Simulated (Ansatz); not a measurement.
This script makes a table of relaxed lattice constants and trends of a series on the Fe3Al structure: ScAg3, LaAg3, LuAg3 with the Python package of Ansatz (0.2.0).

`run_series.py`
```python
"""Element substitution on the Fe3Al prototype."""

import csv
import warnings

import ansatz as az
import numpy as np


def fe3al(first, second, a):
    return (
        az.Lattice.fcc(a)
        .space_group(225)
        .atom(first, (0, 0, 0))
        .atom(second, (0.5, 0.5, 0.5))
        .atom(second, (0.25, 0.25, 0.25))
        .primitive()
    )


def ground_state(name, crystal):
    calc = (
        crystal.calculation()
        .functional(az.Functional.PBESOL)
        .basis(420)
        .kpoints(spacing=0.3)
        .occupations("fermi_dirac", width=0.1)
        .stress()
        .band_table()
    )
    calc = calc.relax(force_tolerance=0.03, max_steps=60, cell=True)
    return calc.run()

def relaxed_twice(name, crystal):
    # the second pass draws mesh and plane waves anew for the relaxed cell
    first = ground_state(name, crystal)
    again = az.Crystal(lattice=az.Lattice.of(first.lattice.cell_ang))
    for site in first.report["lattice"]["sites"]:
        again = again.atom(site["symbol"], site["position_frac"])
    return ground_state(name, again)


def volume_per_atom(outcome):
    return abs(np.linalg.det(outcome.lattice.cell_ang)) / len(outcome.lattice.sites)


def main() -> None:
    # rough a for each member; the cell is relaxed
    warnings.simplefilter("ignore", az.DeckWarning)

    phases = {}
    phases["ScAg3"] = fe3al("Sc", "Ag", 6.64)
    phases["LaAg3"] = fe3al("La", "Ag", 7.42)
    phases["LuAg3"] = fe3al("Lu", "Ag", 7.0)

    done = {}
    for name, crystal in phases.items():
        done[name] = relaxed_twice(name, crystal)
        print(f"{name}: {done[name].report['energy_sigma0_ev']:.4f} eV, {len(done[name].lattice.sites)} atoms")

    rows = [(name, (4 * len(o.lattice.sites) * volume_per_atom(o)) ** (1 / 3), volume_per_atom(o)) for name, o in done.items()]
    with open("series.csv", "w", newline="") as handle:
        writer = csv.writer(handle)
        writer.writerow(["compound", "a (A)", "V (A^3/atom)"])
        writer.writerows([round(v, 4) if isinstance(v, float) else v for v in row] for row in rows)
    print(open("series.csv").read())


if __name__ == "__main__":
    main()
```

Rank the compounds by their relaxed volume per atom.

From smallest to largest: ScAg3 (17.69 Å³), LuAg3 (18.84 Å³) and LaAg3 (21.80 Å³). The largest is 23 % above the smallest.

The output:

`python run_series.py` gives:
```text
ScAg3: -24678.9393 eV, 4 atoms
LaAg3: -28728.6146 eV, 4 atoms
LuAg3: -37179.0568 eV, 4 atoms
compound,a (A),V (A^3/atom)
ScAg3,6.5663,17.6947
LaAg3,7.0391,21.7985
LuAg3,6.7046,18.8362
```

Absolute energies stand on the zero of these potentials, so only differences at equal settings mean something. The run is spin-unpolarised. For the metals among these phases the mesh is modest: differences between phases can be off by up to 40 meV an atom. The cells are built on a prototype by substitution; a member may or may not take this structure in nature. The whole script took 55 s on 1 thread of Intel(R) Xeon(R) Platinum 8488C (Sapphire Rapids), with other jobs on the host, peak memory 0.54 GiB.
